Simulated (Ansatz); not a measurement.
**GdN (WC type): the equilibrium volume**

At what volume is GdN (WC type) free of pressure? The start comes from a prototype table, not from a measured structure.

Computed with Ansatz 0.2.0 (DFT LDA+U (U_eff = 6 eV on Gd 4f), scalar-relativistic, plane waves, PAW, unless a step's input says otherwise).

1 further run of the same task is left out (it didn't finish).

**1. The structure to begin with**

It takes space group P-6m2 (No. 187, hexagonal). The conventional cell has a = 3.304 Å, b = 3.304 Å, c = 3.225 Å, α = 90.00°, β = 90.00°, γ = 120.00°. Gd (site symmetry -6m2) has 6 N at 2.50 Å as nearest neighbours. Around N (site symmetry -6m2) lie 6 Gd at 2.50 Å.

As a file:

```cif
data_structure
_symmetry_space_group_name_H-M 'P 1'
_symmetry_Int_Tables_number 1
_cell_length_a 3.3045
_cell_length_b 3.3045
_cell_length_c 3.2250
_cell_angle_alpha 90.000
_cell_angle_beta 90.000
_cell_angle_gamma 120.000
_cell_volume 30.50
loop_
_atom_site_label
_atom_site_type_symbol
_atom_site_fract_x
_atom_site_fract_y
_atom_site_fract_z
_atom_site_occupancy
Gd1 Gd 0.00000 0.00000 0.00000 1
N1 N 0.66667 0.33333 0.50000 1
```

The moments start at Gd 7.00 μB.

**2. A coarse mesh, to find the state of the open shells**

The input, input.yaml:

```yaml
crystal:
  lattice:
    - [3.3044723029, 0.0, 0.0]
    - [-1.6522361515, 2.8617569604, 0.0]
    - [0.0, 0.0, 3.2250012505]
  atoms:
    - { symbol: Gd, position: [0.0, 0.0, 0.0], spin: 7.0 }
    - { symbol: "N", position: [0.6666666667, 0.3333333333, 0.5] }
basis:
  ecutwfc: 420
  ecutrho_ratio: 4
kpoints:
  mp_grid: { grid: [5, 5, 4] }
hamiltonian:
  xc: lda
  hubbard: { sites: [{ species: Gd, l: f, u_eff: 6.0 }] }
scf:
  occupations: { method: gaussian, width: 0.05 }
output:
  forces: true
  stress: true
  eigenvalues: true
  populations: true
  hubbard: { sites: [{ species: Gd, l: f }] }
magnetization:
  spin_polarized: true
```

Launch:

```sh
ansatz run input.yaml --threads 4 --pin off --max-ram 9216MiB --backend cpu --events-out ev --progress --plain --runs-dir out
```

The runs that follow: The same volume on a finer mesh; Shape and atoms relaxed at this volume; A step to a new volume, shape and atoms relaxed; A step to a new volume, shape and atoms relaxed.

Before running it: what results should come out? Wanted: volume; pressure; conventional cell; gap on the mesh; spin moments in spheres.

As calculated:

| quantity | value |
| --- | --- |
| volume | 14.670 Å³/atom |
| pressure | 0.00 GPa |
| conventional cell | a = 3.339 Å, b = 3.339 Å, c = 3.038 Å, α = 90.00°, β = 90.00°, γ = 120.00° |
| gap on the mesh | none (metal) |
| spin moments in spheres | Gd 6.92; N -0.11 μB |

In words: Over the 5 runs shown the cell moved from 15.25 to 14.67 Å³/atom, a change of -3.8 %, where the pressure is zero within 0.01 GPa. Relaxing shape and atoms at fixed volume gained 67 meV/atom in step 4; a change of the open shell's state on the way can be part of it. With a Hubbard U or exact exchange the result depends on the state in which the open shell ends, and a lower one can't be excluded. Spin–orbit coupling is left out, though the cell holds Gd; it splits the 4f levels.
